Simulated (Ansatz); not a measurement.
# GeHN: the cost of one run

Program: Ansatz 0.2.0, Gaussian basis. Level of theory: cc-pVTZ, core rule «outside noble gas», up to 15 orbitals frozen. These are calculated values, not measurements.

The runs, in order: UHF; CCSD(T) on RHF; CCSD(T) on UHF; BCCD(T) on RHF; CCSDT(Q) on RHF; CCSDT(Q) on UHF; CASSCF and MRCISD+Q, 10 electrons in 9 orbitals; CASSCF and NEVPT2, 10 electrons in 9 orbitals.

8 further runs of the same task are left out: 2 for a known fault of the program, 6 set aside as unsound or not needed.

**1. The geometry**

The geometry is a PBE0/def2-TZVP stationary point (not a proven minimum) of the parent state, kept for this charge and spin. No spin-orbit coupling is included. The filled d shell of Ge may be among the frozen orbitals whatever the setting's name suggests; the logs give the count.

3 atoms, charge 0, spin multiplicity 1.

Atoms are counted from 1 here; the program's logs count them from 0.

Bond lengths: Ge1–N2 1.890 Å, N2–H3 1.024 Å. Angles: Ge1–N2–H3 119.0°.

**2. UHF**

in.yaml reads:

```yaml
crystal:
  periodic: [false, false, false]
  atoms:
    - {symbol: Ge, position_ang: [0.000000, 0.014250, 0.329308]}
    - {symbol: N, position_ang: [0.000000, -0.126443, -1.555498]}
    - {symbol: H, position_ang: [0.000000, 0.730143, -2.116709]}
basis:
  gaussian: {orbitals: cc-pVTZ}
magnetization: {spin_polarized: true, initial_magnetization: 0}
hamiltonian: {xc: hf}
output: {orbitals: {seedname: orbitals}}
```

On the command line:

```sh
$ ansatz run in.yaml --threads 1 --pin off --events-out ev --progress --plain --max-ram 4096MiB --backend cpu
```

**Question.** How long does this run take on 1 thread of AMD EPYC 7R13, shared host, and how much memory does it need?

About 6.5 s, with a peak of 0.25 GiB.
